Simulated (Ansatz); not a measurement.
# MnO2: the cost of one run

Computed with Ansatz 0.2.0 (DFT PBE+U (U_eff = 2 eV on Mn d), plane waves, PAW, unless a step's input says otherwise).

## (1) The starting structure

Symmetry: P4_2/mnm, No. 136, tetragonal system. The conventional cell has a = 4.396 Å, b = 4.396 Å, c = 2.871 Å, α = 90.00°, β = 90.00°, γ = 90.00°. Mn (site symmetry mmm) is surrounded by 6 O at 1.88 to 1.89 Å. O (site symmetry m2m) is surrounded by 3 Mn at 1.88 to 1.89 Å.

Structure file:

```cif
data_structure
_symmetry_space_group_name_H-M 'P 1'
_symmetry_Int_Tables_number 1
_cell_length_a 4.3960
_cell_length_b 4.3960
_cell_length_c 2.8710
_cell_angle_alpha 90.000
_cell_angle_beta 90.000
_cell_angle_gamma 90.000
_cell_volume 55.48
loop_
_atom_site_label
_atom_site_type_symbol
_atom_site_fract_x
_atom_site_fract_y
_atom_site_fract_z
_atom_site_occupancy
Mn1 Mn 0.00000 0.00000 0.00000 1
Mn2 Mn 0.50000 0.50000 0.50000 1
O1 O 0.30200 0.30200 0.00000 1
O2 O 0.19800 0.80200 0.50000 1
O3 O 0.69800 0.69800 0.00000 1
O4 O 0.80200 0.19800 0.50000 1
```

Magnetic order typed: opposed in the cell.

## (2) From atoms, symmetry kept, no search

Contents of input.yaml:

```yaml
crystal:
  lattice:
    - [4.39599877, 0.0, 0.0]
    - [0.0, 4.39599877, 0.0]
    - [0.0, 0.0, 2.87099919]
  atoms:
    - { symbol: Mn, position: [0.0, 0.0, 0.0], spin: 3.0 }
    - { symbol: Mn, position: [0.5, 0.5, 0.5], spin: -3.0 }
    - { symbol: O, position: [0.302, 0.302, 0.0] }
    - { symbol: O, position: [0.198, 0.802, 0.5] }
    - { symbol: O, position: [0.698, 0.698, 0.0] }
    - { symbol: O, position: [0.802, 0.198, 0.5] }
basis:
  ecutwfc: 420
  ecutrho_ratio: 4
kpoints:
  mp_grid: { grid: [4, 4, 7] }
hamiltonian:
  xc: pbe
  hubbard:
    sites: [{ site: 0, l: d, u_eff: 2.0 }, { site: 1, l: d, u_eff: 2.0 }]
scf:
  occupations: { method: gaussian, width: 0.05 }
  lower_state_search: "off"
  max_iter: 150
output:
  forces: true
  stress: true
  eigenvalues: true
  populations: true
  hubbard: { sites: [{ site: 0, l: d }, { site: 1, l: d }] }
magnetization:
  spin_polarized: true
```

Run with:

```console
$ ansatz run input.yaml --threads 4 --pin off --max-ram 6144MiB --backend cpu --events-out ev --progress --plain --runs-dir out
```

Q: Estimate wall time and peak memory on 4 threads of Intel Xeon, shared host.

About 3.6 s, with a peak of 0.49 GiB.
